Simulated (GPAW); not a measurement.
Crystal: TaCrB4.

```xyz
6
Lattice="3.0688 0.0000 0.0000 -1.5344 2.6577 0.0000 0.0000 0.0000 6.2078" Properties=species:S:1:pos:R:3 pbc="T T T"
Ta    0.0000    0.0000    3.1039
Cr    0.0000    0.0000    0.0000
B     1.5344    0.8859    1.4492
B     1.5344    0.8859    4.7586
B     0.0000    1.7718    1.4492
B     0.0000    1.7718    4.7586
```

The cell comes from a database or a generator and needn't be the stable form of this composition.

Base run:

| Item | Value |
| --- | --- |
| Program | GPAW 26.7.0 |
| Functional | PBEsol |
| Potentials or basis | PAW data sets generated in the run's folder for this functional |
| Cutoff | 800 eV |
| Basis | pw |
| k mesh | 7 × 7 × 3 |
| Occupations | fermi-dirac, width 0.05 eV |
| Spin | collinear spin, ferromagnetic start |
| Starting moments | [0.0, 3.0, 0.0, 0.0, 0.0, 0.0] μB |

Its results: pressure -4.5 GPa; net moment 1.75 μB per cell; site moments Ta -0.03; Cr +1.68; B -0.00 μB; largest force 0.041 eV/Å.

The run is repeated on the same cell with these changes: functional from PBEsol to LDA; potentials or basis from PAW data sets generated in the run's folder for this functional to the program's PAW data sets (release 1.2.1) made for this functional. What comes out?

Pressure -12.9 GPa; net moment 1.62 μB per cell; site moments Ta -0.02; Cr +1.53; B -0.00 μB; largest force 0.025 eV/Å.

Caveats: a cell with one magnetic atom can't hold antiferromagnetic order, which such compounds often take.
